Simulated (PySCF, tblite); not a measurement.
# CH₁₁PSi₃: geometry, infrared bands and NMR shifts

What infrared bands and NMR shifts should CH₁₁PSi₃ (`[SiH3]C[Si@@H]([SiH3])P`) show?

Programs: tblite 0.8.0 and PySCF 2.14.0, with density-fitted response routines of our own. Each step states its level of theory. These are calculated values for one molecule in the gas phase, unless marked as measured. Atoms are numbered from 0 throughout.

### 1 The starting structure

16 atoms, charge 0, multiplicity 1; geometry from: force field or distance geometry start.

Bonds of the start (Å): Si0–C1 1.84, C1–Si2 1.85, Si2–Si3 2.23, Si2–P4 2.20, Si0–H5 1.48, Si0–H6 1.45, Si0–H7 1.48, C1–H8 1.11, C1–H9 1.11, Si2–H10 1.47, Si3–H11 1.46, Si3–H12 1.47, Si3–H13 1.49, P4–H14 1.45, P4–H15 1.44.

### 2 Relaxing the molecule with GFN2-xTB

The job: settings as JSON, then the geometry in Å.

```
{"job": {"kind": "relax", "xc": "GFN2-xTB", "basis": "xTB"}, "charge": 0, "multiplicity": 1}
Si    -1.931700    -0.830200    -0.216000
C     -0.874400    -0.142200     1.120500
Si     0.781000     0.479300     0.563800
Si     1.924300    -1.026500    -0.627000
P      0.639200     2.380700    -0.528400
H     -2.806300     0.213900    -0.798600
H     -1.217000    -1.538100    -1.262600
H     -2.845200    -1.802800     0.421800
H     -1.420300     0.685500     1.626700
H     -0.692300    -0.900600     1.916000
H      1.568600     0.695300     1.787600
H      1.115200    -1.673500    -1.653300
H      3.074600    -0.301500    -1.175000
H      2.507700    -2.021800     0.309300
H      0.233000     3.507800     0.280800
H     -0.063900     2.283700    -1.776900
```

The run is started by

```console
> OMP_NUM_THREADS=1 python probes_run.py task.json out
```

One launch serves the whole session: the jobs run in the order shown.

**Question.** This job is followed by: GFN2-xTB harmonic vibrations, gas phase; GIAO PBE0/pcSseg-1 NMR shielding, non-relativistic, gas phase. What will the session give for the following? strongest single infrared mode (GFN2-xTB); zero-point energy (GFN2-xTB); ¹³C shifts against TMS (PBE0/pcSseg-1); ¹H shifts against TMS (PBE0/pcSseg-1, means over atoms taken as alike); ²⁹Si shifts against TMS (PBE0/pcSseg-1); ³¹P shifts against H3PO4 (PBE0/pcSseg-1).

The runs gave:

```
                                                              quantity                                   value
                             strongest single infrared mode (GFN2-xTB)                   2245 cm⁻¹, 529 km/mol
                                          zero-point energy (GFN2-xTB)                           63.0 kcal/mol
                                ¹³C shifts against TMS (PBE0/pcSseg-1)                                -5.9 ppm
¹H shifts against TMS (PBE0/pcSseg-1, means over atoms taken as alike)  4.75, 3.95, 3.48, 1.15, 0.11, 0.08 ppm
                               ²⁹Si shifts against TMS (PBE0/pcSseg-1)                -52.0, -79.0, -116.8 ppm
                              ³¹P shifts against H3PO4 (PBE0/pcSseg-1)                              -283.6 ppm
```

In words: The optimisation took 111 steps and gained 1.137 eV; among the close pairs (by a distance rule), Si2–Si3 changed most, from 2.234 to 2.324 Å. The lowest mode is slightly imaginary (7i cm⁻¹), a soft motion within the noise of the Hessian, so the minimum is not strictly shown. The strongest single mode, at 2245 cm⁻¹, moves mainly H5. GFN2-xTB is a fitted tight-binding method: band positions and strengths are rough. Its intensities can rank the bands wrongly. At PBE0/pcSseg-1: Shielding is most anisotropic at P4 (span 137 ppm, paramagnetic term -366 ppm).
